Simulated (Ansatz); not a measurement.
Predict the output of the script below (the Python package of Ansatz (0.2.0)).

Input file `ch5fosite.xyz`:
```text
10

C    -1.50590   -0.34440    0.94030
Te   -0.07280    1.20320    1.27240
Si    1.03710    0.60260   -0.86730
O     1.59490   -1.04350   -0.81540
F     0.02120    0.85630   -2.16350
H    -1.06850   -1.27930    0.87040
H    -2.05540   -0.08760   -0.02060
H    -2.24640   -0.27650    1.75650
H     2.27420    1.45080   -0.97900
H     2.10470   -1.13270    0.00910
```

The script, `opt.py`:
```python
import itertools

import ansatz as az
from ase.data import atomic_numbers, covalent_radii
import numpy as np


def main() -> None:
    molecule = az.Crystal.molecule_from_extxyz('ch5fosite.xyz')

    base = molecule.calculation().basis(gaussian='def2-SVP').functional('r2SCAN')
    symbols = [site.symbol for site in molecule.cartesian_sites]
    start = np.array([site.position_ang for site in molecule.cartesian_sites], dtype=float)
    report = base.relax(force_tolerance=0.005).run(threads=1, backend='cpu').report
    end = np.array(report['positions_ang'])

    for key in ('converged', 'free_energy_ev', 'reference_energy_ev', 'n_frozen', 'n_occupied', 'n_virtual'):
        print(f'{key:22s} {report[key]}')

    radius = [covalent_radii[atomic_numbers[s]] for s in symbols]
    span = lambda where, i, j: np.linalg.norm(where[i] - where[j])
    bonded = [(i, j) for i, j in itertools.combinations(range(len(symbols)), 2) if min(span(start, i, j), span(end, i, j)) < 1.2 * (radius[i] + radius[j])]
    print('pair        before    after (A)')
    for i, j in bonded:
        print(f'{symbols[i]}{i}-{symbols[j]}{j}'.ljust(10), f'{span(start, i, j):8.4f} {span(end, i, j):8.4f}')


if __name__ == '__main__':
    main()
```

```console
$ python opt.py
converged              True
free_energy_ev         -21048.67406797812
reference_energy_ev    -21048.67406797812
n_frozen               0
n_occupied             [33, 33]
n_virtual              [78, 78]
pair        before    after (A)
C0-Te1       2.1352   2.1848
C0-H5        1.0345   1.0970
C0-H6        1.1363   1.0962
C0-H7        1.1041   1.0970
Te1-Si2      2.4841   2.4841
Si2-O3       1.7388   1.6579
Si2-F4       1.6663   1.6197
Si2-H8       1.5041   1.4862
O3-H9        0.9735   0.9649
```

Reading the output:
- The settings weren't tested for convergence.
- The end point is the stationary point reached from this start; no frequency run checks that it is a minimum, and the basis set is modest.
- def2 sets replace the cores of elements past krypton by effective core potentials.
- Run time: 3.4 min on 1 thread of Arm Neoverse V1 (shared host), peak memory 0.28 GiB.
